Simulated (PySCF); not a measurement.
**The bond of RbNa−, level by level**

One table from this session's results is given with a row withheld; the runs are named, their logs left out.

The runs use PySCF 2.14.0; Rb def2-SVPD with ECP28, Na def2-SVPD, scalar-relativistic core potentials.

4 further runs of the same task are left out: 4 set aside as unsound or not needed.

Set-up of the first run:

Settings of the job:

| Item | Value |
| --- | --- |
| atoms | Rb, Na |
| charge | -1 |
| basis | Rb def2-SVPD with ECP28, Na def2-SVPD |
| Hamiltonian | scalar-relativistic core potentials |
| basis functions | 45 |
| electrons treated | 21 |
| masses in u | 84.9118, 22.9898 |
| levels | PBE0, PBE, r²SCAN, B3LYP, B2PLYP, M06-L, MP2, SCS-MP2, CCSD, CCSD(T) |
| grid | 80 radial by 434 angular points |
| occupations | held fixed by the projection of orbital angular momentum |
| dissociation limit | Rb + Na−, each in its ground configuration |
| starting distance in angstrom | 3.735 |
| values of 2S to try | 1, 3 |

Steps of the session up to this table: Set-up; The PBE0 curve of the state that the search chose; PBE; r²SCAN (meta-GGA); B3LYP (global hybrid GGA); B2PLYP; M06-L (meta-GGA); Correlated methods on the Hartree–Fock reference.

One table of the session follows, with a row left open; its other results are not shown here.

Energy (eV) from each level's lowest point:

```
R (Å)  ROHF-MP2  ROHF-SCS-MP2  ROHF-CCSD  ROHF-CCSD(T)    PBE
3.593     0.075         0.081        n/a           n/a  0.061
3.760     0.035         0.039      0.041         0.038  0.026
3.927         ?             ?          ?             ?      ?
4.053     0.003         0.004      0.005         0.004  0.001
4.178     0.000         0.000      0.000         0.000  0.000
4.303     0.002         0.001      0.000         0.001  0.004
4.471     0.010         0.008      0.006         0.008  0.014
4.679     0.027         0.023      0.020         0.023  0.032
4.930     0.053         0.049      0.044         0.048  0.059
5.264     0.094         0.089        n/a           n/a  0.098
```

Estimate the missing values for R (Å) = 3.927.

Worked estimate for «ROHF-MP2». A straight line through the neighbours (3.760, 0.035) and (4.053, 0.003) gives 0.035 + (0.003 − 0.035) × (3.927 − 3.760) / (4.053 − 3.760) = 0.017; a parabola fitted to 4 rows on both sides gives 0.011.

As computed: ROHF-MP2: 0.012; ROHF-SCS-MP2: 0.014; ROHF-CCSD: 0.015; ROHF-CCSD(T): 0.013; PBE: 0.007. In «ROHF-MP2» the line misses by +0.005 and the parabola by -0.001.
